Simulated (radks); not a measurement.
# Zr²⁺ in [Ar] 3d10 4s2 4p5.75 4d2 5p0.25: an all-electron calculation

One table from this session's results is given with a row withheld; the runs are named, their logs left out.

The numbers are computed with radks (a radial shooting solver on a logarithmic mesh, Libxc functionals) version 1 (Dirac Kohn-Sham, LDA (Slater exchange, VWN5 correlation), spin-unpolarised, spherical densities, finite nucleus; open shells fill j = l - 1/2 first), except any that are marked as measured or tabulated.

**What is computed**

| Quantity | Value |
| --- | --- |
| element | zirconium (Z = 40) |
| charge | +2 |
| electrons | 38 |
| configuration | [Ar] 3d10 4s2 4p5.75 4d2 5p0.25 |
| nuclear rms radius | 4.2694 fm |

Set-up of the first run:

The run's settings:

```text
Z 40
configuration [Ar] 3d10 4s2 4p5.75 4d2 5p0.25
relativity Dirac
functional lda,vwn5
spin unpolarised
j_filling energy
nucleus finite rms 4.2694 fm
c 137.035999084
```

Steps of the session up to this table: Self-consistent calculation.

One of the session's tables, all rows but one given; the rest of the session is left out.

It belongs to the step «Radial structure». From the orbitals of this run (lengths in bohr):

```
level      <r>  outermost maximum (interpolated)  90 % within  nodes
1s1/2  0.03711                            0.0242       0.0664      0
2s1/2   0.1625                             0.137        0.252      1
2p1/2   0.1387                             0.107        0.227      0
2p3/2        ?                                 ?            ?      ?
3s1/2   0.4592                             0.409        0.680      2
3p1/2   0.4555                             0.396        0.691      1
3p3/2   0.4660                             0.406        0.706      1
3d3/2   0.4506                             0.345        0.726      0
3d5/2   0.4542                             0.348        0.731      0
4s1/2    1.207                              1.07         1.76      3
4p1/2    1.335                              1.16         1.98      2
4p3/2    1.366                              1.18         2.03      2
4d3/2    1.960                              1.54         3.08      1
4d5/2    1.975                              1.55         3.10      1
5p1/2    3.681                              3.31         5.32      3
5p3/2    3.744                              3.37         5.41      3
```

Estimate the missing values for 2p3/2.

**Answer.** <r>: 0.1431; outermost maximum (interpolated): 0.111; 90 % within: 0.233; nodes: 0. In the column «<r>» it lies between 2p1/2 (0.1387) and 2s1/2 (0.1625).
